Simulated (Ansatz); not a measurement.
Geometry optimisation, Ansatz 0.2.0, DFT PBE, scalar-relativistic, plane waves, PAW.

The input (input.yaml):

```yaml
crystal:
  lattice:
    - [5.81024, 0.0, 0.0]
    - [-2.90512, 5.031815, 0.0]
    - [0.0, 0.0, 16.255335]
  atoms:
    - { symbol: W, position: [0.0, 0.0, 0.0615183] }
    - { symbol: C, position: [0.3333333, 0.1666667, 0.1487785] }
    - { symbol: W, position: [0.0, 0.0, 0.2360388] }
    - { symbol: C, position: [0.3333333, 0.1666667, 0.3232991] }
    - { symbol: W, position: [0.0, 0.5, 0.0615183] }
    - { symbol: C, position: [0.3333333, 0.6666667, 0.1487785] }
    - { symbol: W, position: [0.0, 0.5, 0.2360388] }
    - { symbol: C, position: [0.3333333, 0.6666667, 0.3232991] }
    - { symbol: W, position: [0.5, 0.0, 0.0615183] }
    - { symbol: C, position: [0.8333333, 0.1666667, 0.1487785] }
    - { symbol: W, position: [0.5, 0.0, 0.2360388] }
    - { symbol: C, position: [0.8333333, 0.1666667, 0.3232991] }
    - { symbol: W, position: [0.5, 0.5, 0.0615183] }
    - { symbol: C, position: [0.8333333, 0.6666667, 0.1487785] }
    - { symbol: W, position: [0.5, 0.5, 0.2360388] }
    - { symbol: C, position: [0.8333333, 0.6666667, 0.3232991] }
    - { symbol: Co, position: [0.5922262, 0.1702564, 0.4168069], spin: 1.0 }
magnetization:
  spin_polarized: true
basis:
  ecutwfc: 420.0
kpoints:
  mp_grid: { grid: [3, 3, 1] }
hamiltonian:
  xc: pbe
  pseudopotentials: { kind: paw, azcp: { folder: soft_1 } }
scf:
  occupations: { method: fermi_dirac, width: 0.1 }
  lower_state_search: "off"
relax:
  f_tol: 0.08
  max_steps: 25
  adjacent_minimum: "off"
  constraints: [{ sites: [0, 4, 8, 12] }]
```

Launched with:

```bash
$ ansatz run input.yaml --threads 4 --pin off --max-ram 10240MiB --backend cpu --events-out ev --progress --plain --runs-dir out
```

Problem. Where does it end, and by what steps?

Solution. The forces met the threshold. Limits of this set-up: coarse k mesh, thin slab, slab without dipole correction, a typed lattice constant that wasn't relaxed here. After 8 steps the energy has fallen by 5.218 eV; Co17 moved furthest, 1.22 Å. Joined: C16–Co17 (2.92 → 1.84 Å).

```csv
step,energy less start (eV),largest force component (eV/Å),accepted
0,0.0000,4.729,yes
1,-2.5638,3.515,yes
2,-3.4322,1.797,yes
3,-3.8222,1.338,yes
4,-4.2205,1.952,yes
5,-4.7039,1.948,yes
6,-5.0978,0.852,yes
7,-5.2163,0.185,yes
8,-5.2181,0.022,yes
```

```xyz
17
Lattice="5.8102 0.0000 0.0000 -2.9051 5.0318 0.0000 0.0000 0.0000 16.2553" Properties=species:S:1:pos:R:3
W 0.000 0.000 1.000
C 1.447 0.835 2.331
W 0.000 0.000 3.903
C 1.468 0.848 5.076
W -1.453 2.516 1.000
C 0.000 3.355 2.295
W -1.432 2.528 3.840
C 0.000 3.354 4.978
W 2.905 0.000 1.000
C 4.363 0.835 2.331
W 2.905 -0.024 3.840
C 4.342 0.848 5.076
W 1.453 2.516 1.000
C 2.905 3.361 2.331
W 1.432 2.528 3.840
C 2.905 3.336 5.076
Co 2.905 1.677 5.878
```

Whether the end is a true minimum wasn't checked by a vibrational analysis.

Run time: 2.7 min on 4 threads of Arm Neoverse V2, on a shared host, peak memory 1.3 GiB.
